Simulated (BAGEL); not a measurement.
**Si2H3F3 (SMILES F[Si](F)(F)[SiH3]): HF/6-31G(d) (density fitting with qzvpp-jkfit, spherical functions)**

Aim: the electronic atomisation energy of Si2H3F3 at HF/6-31G* (density fitting with qzvpp-jkfit, spherical functions), from 4 runs. 

Program for the calculation: BAGEL 1.2.2.

13 further runs of the same task are left out: 1 that didn't finish, 12 set aside as unsound or not needed.

### Step 1. The structure to begin with

Si2H3F3 has 8 atoms, charge 0, and is taken as a singlet. As SMILES, `F[Si](F)(F)[SiH3]`. The coordinates come from a PBE0-D4/def2-TZVP relaxation.

Bond lengths: F1–Si2 1.582 Å, Si2–F3 1.582 Å, Si2–F4 1.582 Å, Si2–Si5 2.328 Å, Si5–H6 1.484 Å, Si5–H7 1.484 Å, Si5–H8 1.484 Å. Some angles: F1–Si2–F3 107.0°, F1–Si2–F4 107.0°, F1–Si2–Si5 111.9°, F3–Si2–F4 107.0°, F3–Si2–Si5 111.9°, F4–Si2–Si5 111.9°, Si2–Si5–H6 108.7°, Si2–Si5–H7 108.7°, Si2–Si5–H8 108.7°, H6–Si5–H7 110.2°.

### Step 2. A single-point energy at HF/6-31G(d) (density fitting with qzvpp-jkfit, spherical functions)

Contents of hf.json:

```json
{ "bagel": [

{
  "title": "molecule",
  "basis": "6-31gs.json",
  "df_basis": "qzvpp-jkfit",
  "angstrom": "true",
  "geometry": [
    { "atom": "F", "xyz": [       1.310500,      -1.060500,       1.504800 ] },
    { "atom": "Si", "xyz": [       0.534400,      -0.990500,       0.128500 ] },
    { "atom": "F", "xyz": [      -0.479300,      -2.204500,       0.107900 ] },
    { "atom": "F", "xyz": [       1.595600,      -1.255900,      -1.013900 ] },
    { "atom": "Si", "xyz": [      -0.550700,       1.050400,      -0.152600 ] },
    { "atom": "H", "xyz": [      -1.525600,       1.227900,       0.951900 ] },
    { "atom": "H", "xyz": [       0.460600,       2.135800,      -0.122800 ] },
    { "atom": "H", "xyz": [      -1.253300,       1.040400,      -1.459500 ] }
  ]
},

{ "title": "hf", "charge": 0 },

{ "title": "print", "file": "orbitals.molden", "orbitals": "true" }

]}
```

The basis set 6-31G* is read from a file made from the Basis Set Exchange's data (not shown).

On the command line:

```
$ BAGEL_NUM_THREADS=1 BAGEL hf.json > hf.out
```

What it wrote:

```text
* using 1 threads per process

  ===============================================================
  ===============================================================

  *** Geometry ***

  { "atom" : "F", "xyz" : [      2.476486,     -2.004055,      2.843660 ] },
  { "atom" : "Si", "xyz" : [      1.009870,     -1.871774,      0.242830 ] },
  { "atom" : "F", "xyz" : [     -0.905746,     -4.165901,      0.203901 ] },
  { "atom" : "F", "xyz" : [      3.015247,     -2.373307,     -1.915993 ] },
  { "atom" : "Si", "xyz" : [     -1.040672,      1.984968,     -0.288372 ] },
  { "atom" : "H", "xyz" : [     -2.882966,      2.320395,      1.798830 ] },
  { "atom" : "H", "xyz" : [      0.870408,      4.036077,     -0.232058 ] },
  { "atom" : "H", "xyz" : [     -2.368394,      1.966071,     -2.758055 ] },

  Number of auxiliary basis functions:      541

  Since a DF basis is specified, we compute 2- and 3-index integrals:
    o Being stored without compression. Storage requirement is 0.031 GB

  Number of basis functions:       84
  Number of electrons      :       58

    * METHOD: MOLECULE                             0.22

  *** RHF ***

  === Nuclear Repulsion ===
   316.5165101829

      * DIIS with orbital gradients will be used.

  === RHF iteration (6-31gs.json) ===
      0       -877.78329214          0.02331382           0.08
      1       -877.98239254          0.01468360           0.08
      2       -878.08749154          0.00109839           0.08
      3       -878.08877734          0.00014089           0.08
      4       -878.08880248          0.00002685           0.08
      5       -878.08880365          0.00000532           0.07
      6       -878.08880370          0.00000111           0.08
      7       -878.08880370          0.00000021           0.08
      8       -878.08880370          0.00000008           0.08
      9       -878.08880370          0.00000003           0.07
     10       -878.08880370          0.00000001           0.07
    * SCF iteration converged.

    * Permanent dipole moment:
           (    0.404155,    -0.760634,     0.104603) a.u.

    * METHOD: HF                                   0.99

    * METHOD: PRINT                                0.01

  ===============================================================
```

Run time: 1.6 s. Hardware: 1 thread of Intel Xeon 6975P-C (Granite Rapids), shared host; peak memory 0.14 GiB.

### Step 3. The F atom

Contents of input.json:

```json
{ "bagel" : [

{
  "title" : "molecule",
  "basis" : "6-31gs.json",
  "df_basis" : "qzvpp-jkfit",
  "angstrom" : "true",
  "geometry" : [
    { "atom" : "F", "xyz" : [       0.000000,       0.000000,       0.000000 ] }
  ]
},

{ "title" : "uhf", "nopen" : 1 },

{ "title" : "print", "file" : "orbitals.molden", "orbitals" : "true" }

]}
```

The basis set 6-31G* is read from a file made from the Basis Set Exchange's data (not shown).

Run the same way, it converges to -99.36340 Eh (log not shown).

### Step 4. The H atom, same level

Contents of input.json:

```json
{ "bagel": [

{
  "title": "molecule",
  "basis": "6-31gs.json",
  "df_basis": "qzvpp-jkfit",
  "angstrom": "true",
  "geometry": [
    { "atom": "H", "xyz": [       0.000000,       0.000000,       0.000000 ] }
  ]
},

{ "title": "uhf", "nopen": 1 },

{ "title": "print", "file": "orbitals.molden", "orbitals": "true" }

]}
```

The basis set 6-31G* is read from a file made from the Basis Set Exchange's data (not shown).

On the command line:

```
$ BAGEL_NUM_THREADS=1 BAGEL input.json > input.out
```

What it wrote:

```text
* using 1 threads per process

  ===============================================================
  ===============================================================

  *** Geometry ***

  { "atom" : "H", "xyz" : [      0.000000,      0.000000,      0.000000 ] },

  Number of auxiliary basis functions:       18

  Since a DF basis is specified, we compute 2- and 3-index integrals:
    o Being stored without compression. Storage requirement is 0.000 GB

  Number of basis functions:        2
  Number of electrons      :        1

    * METHOD: MOLECULE                             0.01

  *** Open-shell HF ***

  === Nuclear Repulsion ===
     0.0000000000

      * DIIS with orbital gradients will be used.

  === UHF iteration (6-31gs.json) ===
      0         -0.49072816          0.08996690           0.00
      1         -0.49744587          0.02923745           0.00
      2         -0.49815036          0.00947238           0.00
      3         -0.49823291          0.00000000           0.00
    * SCF iteration converged.

    * S^2 (UHF) is 0.7500

    * Permanent dipole moment:
           (    0.000000,     0.000000,     0.000000) a.u.

    * METHOD: UHF                                  0.01

    * METHOD: PRINT                                0.00

  ===============================================================
```

Run time: 0.3 s. Hardware: 1 thread of Intel Xeon 6975P-C (Granite Rapids), shared host.

### Step 5. The Si atom at the same level

Contents of calc.json:

```json
{ "bagel" : [

{
  "title" : "molecule",
  "basis" : "6-31gs.json",
  "df_basis" : "qzvpp-jkfit",
  "angstrom" : "true",
  "geometry" : [
    { "atom" : "Si", "xyz" : [       0.000000,       0.000000,       0.000000 ] }
  ]
},

{ "title" : "uhf", "nopen" : 2 },

{ "title" : "print", "file" : "orbitals.molden", "orbitals" : "true" }

]}
```

The basis set 6-31G* is read from a file made from the Basis Set Exchange's data (not shown).

Run the same way, it converges to -288.83102 Eh (log not shown).

### Step 6. Summary of results

At HF/6-31G* (density fitting with qzvpp-jkfit, spherical functions):

| quantity | value |
| --- | --- |
| molecule: total energy | -878.08880 Eh |
| molecule: dipole moment | 2.21 D |
| molecule: HOMO energy | -12.45 eV |
| molecule: LUMO energy | 3.36 eV |
| molecule: HOMO–LUMO gap | 15.81 eV |
| F atom: total energy | -99.36340 Eh |
| F atom: dipole moment | 0.00 D |
| F atom: ⟨S²⟩ | 0.753 |
| H atom: total energy | -0.49823 Eh |
| H atom: dipole moment | 0.00 D |
| H atom: ⟨S²⟩ | 0.750 |
| Si atom: total energy | -288.83102 Eh |
| Si atom: dipole moment | 0.00 D |
| Si atom: ⟨S²⟩ | 2.006 |
| electronic atomisation energy | 22.908 eV |

What this shows: Taking the molecule apart into free atoms costs 22.91 eV (528 kcal/mol), before zero-point energy and without spin-orbit coupling. Hartree–Fock lacks the correlation of the bonding pairs, which as a rule makes this value much too low; in minimal bases other errors can mask that.
